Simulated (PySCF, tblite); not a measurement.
# C3H8OSSi: geometry, infrared bands and NMR shifts

What infrared bands and NMR shifts should C3H8OSSi (`[SiH3]O[C@@H]1CCS1`) show?

Computed with tblite 0.8.0 and PySCF 2.14.0, with density-fitted response routines of our own, on a single molecule in the gas phase. Atoms count from 0, in the outputs and in this text.

## Step 1: Starting geometry

14 atoms, charge 0, multiplicity 1; geometry from: force field or distance geometry start.

Bonds of the start (Å): Si0–O1 1.66, O1–C2 1.36, C2–C3 1.48, C3–C4 1.52, C4–S5 1.81, S5–C2 1.80, Si0–H6 1.47, Si0–H7 1.49, Si0–H8 1.48, C2–H9 1.11, C3–H10 1.12, C3–H11 1.09, C4–H12 1.09, C4–H13 1.11.

## Step 2: Optimising the geometry with GFN2-xTB

The job: settings as JSON, then the geometry in Å.

```
{"job": {"kind": "relax", "xc": "GFN2-xTB", "basis": "xTB"}, "charge": 0, "multiplicity": 1}
Si    -2.401100     0.737000     0.101900
O     -1.226700    -0.309200     0.647100
C      0.086700     0.000700     0.474700
C      1.030500    -1.027300    -0.031400
C      2.142900    -0.254600     0.667800
S      0.982800     0.001800     2.039800
H     -2.761800     0.595400    -1.315200
H     -1.994100     2.151100     0.312600
H     -3.622500     0.533800     0.920200
H      0.242800     0.970700    -0.046500
H      0.979900    -2.037800     0.455100
H      1.153300    -1.154500    -1.104500
H      2.964400    -0.899400     0.982500
H      2.422300     0.691800     0.153700
```

The run is started by

```console
$ OMP_NUM_THREADS=1 python probes_run.py task.json out
```

This one command runs all jobs of the session in turn.

**Question.** This job is followed by: GFN2-xTB harmonic vibrations, gas phase; GIAO PBE0/pcSseg-1 NMR shielding, non-relativistic, gas phase. Predict these results of the whole session: strongest single infrared mode (GFN2-xTB); zero-point energy (GFN2-xTB); 13C shifts against TMS (PBE0/pcSseg-1); 1H shifts against TMS (PBE0/pcSseg-1, means over atoms taken as alike); 29Si shifts against TMS (PBE0/pcSseg-1); 17O shifts against H2O (PBE0/pcSseg-1); 33S shifts against CS2 (PBE0/pcSseg-1).

**Answer**, as computed:

| quantity | value |
| --- | --- |
| strongest single infrared mode (GFN2-xTB) | 2234 cm⁻¹, 324 km/mol |
| zero-point energy (GFN2-xTB) | 63.4 kcal/mol |
| 13C shifts against TMS (PBE0/pcSseg-1) | 78.4, 40.3, 20.4 ppm |
| 1H shifts against TMS (PBE0/pcSseg-1, means over atoms taken as alike) | 5.80, 4.77, 3.10, 3.07, 3.01, 2.86 ppm |
| 29Si shifts against TMS (PBE0/pcSseg-1) | -43.3 ppm |
| 17O shifts against H2O (PBE0/pcSseg-1) | 74.0 ppm |
| 33S shifts against CS2 (PBE0/pcSseg-1) | 69 ppm |

What this shows: Relaxing lowered the energy by 0.823 eV in 118 steps; the close pair that moved most is C2–S5, from 1.803 to 1.854 Å. No mode is imaginary among the 36: a minimum at this level. The strongest single mode, at 2234 cm⁻¹, moves mainly H6. Unscaled tight-binding wavenumbers are off by several per cent, some by more. Its intensities can rank the bands wrongly. C2 (sp3 CH bonded to O and S) lies farthest downfield among carbon, at 78.4 ppm; pulled downfield by the heteroatom. H9 (hydrogen on an sp3 CH bonded to O and S) lies farthest downfield among hydrogen, at 5.80 ppm; its carbon carries O, an electronegative neighbour. At PBE0/pcSseg-1: The widest tensor belongs to S5: span 619 ppm, with a paramagnetic part of -622 ppm.
